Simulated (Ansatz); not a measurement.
**Co (Fd-3m): projected density of states in Python**

A script is to give a projected density of states; the system is Co (Fd-3m).

Computed with Ansatz 0.2.0 through its Python package. Level of theory: DFT LDA, plane waves, PAW.

**1. Starting point**

The structure is cubic, space group Fd-3m (No. 227). Conventional cell: a = 6.435 Å, b = 6.435 Å, c = 6.435 Å, α = 90.00°, β = 90.00°, γ = 90.00°. Around Co (site symmetry -43m) lie 16 Co at 2.67 to 2.79 Å. Around Co (site symmetry -3m) lie 6 Co at 2.28 Å.

The script holds or builds the structure itself.

**2. Script**

run_pdos.py reads:

```python
"""Projected density of states of Co."""

import ansatz as az
import matplotlib.pyplot as plt
import numpy as np

structure = (
    az.Lattice.from_parameters(4.550051, 4.550051, 4.550051, alpha=60.0, beta=60.0, gamma=60.0)
    .atom("Co", [0.25, 0.25, 0.25], moment=3.2)
    .atom("Co", [0.0, 0.0, 0.0], moment=-3.2)
    .atom("Co", [0.625, 0.625, 0.125], moment=3.2)
    .atom("Co", [0.625, 0.125, 0.625], moment=-3.2)
    .atom("Co", [0.125, 0.625, 0.625], moment=3.2)
    .atom("Co", [0.625, 0.625, 0.625], moment=-3.2)
)

calc = (
    structure.calculation()
    .functional("lda")
    .basis(470)
    .kpoints(6, center="gamma")
    .occupations(az.OccupationsMethod.FERMI_DIRAC, width=0.15)
    .spin("collinear")
    .scf(extra_bands=18)
    .density_of_states(projected=True, energy_step=0.1)
)
res = calc.run(threads=1)
data = res.report

dos = res.density_of_states()
energy = np.asarray(dos.energies_ev) - dos.fermi_ev
curves = {}
for site in res.projected_density_of_states().sites:
    for shell in site.shells:
        weight = sum(np.sum(curve.g_bin_mean_per_ev, axis=0) for curve in shell.curves)
        name = f"{site.species} {shell.label}"
        curves[name] = curves.get(name, 0) + weight

window = (energy > -6) & (energy < 4)
fig, ax = plt.subplots(figsize=(5.5, 3.5))
for name, g in curves.items():
    if g[window].max() > 0.05:
        ax.plot(energy[window], g[window], label=name, lw=1)
        print(f"{name:8s} peak {g[window].max():7.3f} states/eV at {energy[window][g[window].argmax()]:6.2f} eV")
ax.set(xlabel="E - E_F (eV)", ylabel="states/eV")
ax.legend(fontsize=7)
fig.tight_layout()
fig.savefig("pdos.png", dpi=100)
```

**3. The calls as engine input**

The engine receives this input:

```yaml
crystal:
  lattice:
    a: 4.550051
    b: 4.550051
    c: 4.550051
    alpha: 60.0
    beta: 60.0
    gamma: 60.0
  atoms:
    - { symbol: Co, position: [0.25, 0.25, 0.25], spin: 3.2 }
    - { symbol: Co, position: [0.0, 0.0, 0.0], spin: -3.2 }
    - { symbol: Co, position: [0.625, 0.625, 0.125], spin: 3.2 }
    - { symbol: Co, position: [0.625, 0.125, 0.625], spin: -3.2 }
    - { symbol: Co, position: [0.125, 0.625, 0.625], spin: 3.2 }
    - { symbol: Co, position: [0.625, 0.625, 0.625], spin: -3.2 }
basis:
  ecutwfc: 470.0
kpoints:
  mp_grid:
    grid: [6, 6, 6]
    shift: [0.0, 0.0, 0.0]
hamiltonian:
  xc: lda
magnetization:
  spin_polarized: true
scf:
  n_extra_bands: 18
  occupations:
    method: fermi_dirac
    width: 0.15
output:
  dos:
    de: 0.1
    projected: true
```

**4. Running it**

Launch:

```bash
> python run_pdos.py
```

Without the output at hand: what should come out? Wanted: free energy; gap on the mesh; moment, net / absolute.

The runs gave:

| quantity | value |
| --- | --- |
| free energy | -30375.2538 eV (-5062.5423 eV/atom) |
| gap on the mesh | none |
| moment, net / absolute | 9.35 / 9.95 μB per cell |

The mesh shows no gap. Notes:
- The SCF didn't keep the moments it started from (some shrank, vanished or turned); what is printed is the state reached.
- For a metal this k-point mesh is coarse: on a finer one energies can move by several to tens of meV an atom and pressures by half a GPa or more, differences at one mesh by less.
- Peaks are the largest values inside the energy window taken; deeper bands lie outside it.
- This isn't the structure that Co takes at ambient conditions.
- Curves are summed over the cell's atoms. Only shells that the potentials hold have channels, so projections don't add up to the total, least of all where a shell is missing (p of most metals); heights and places of peaks move with the mesh.
- The density of states is complete only as far up as bands were computed. The starting moments were not kept in at least one run, so it stands on a weaker or other magnetic state than the one typed.
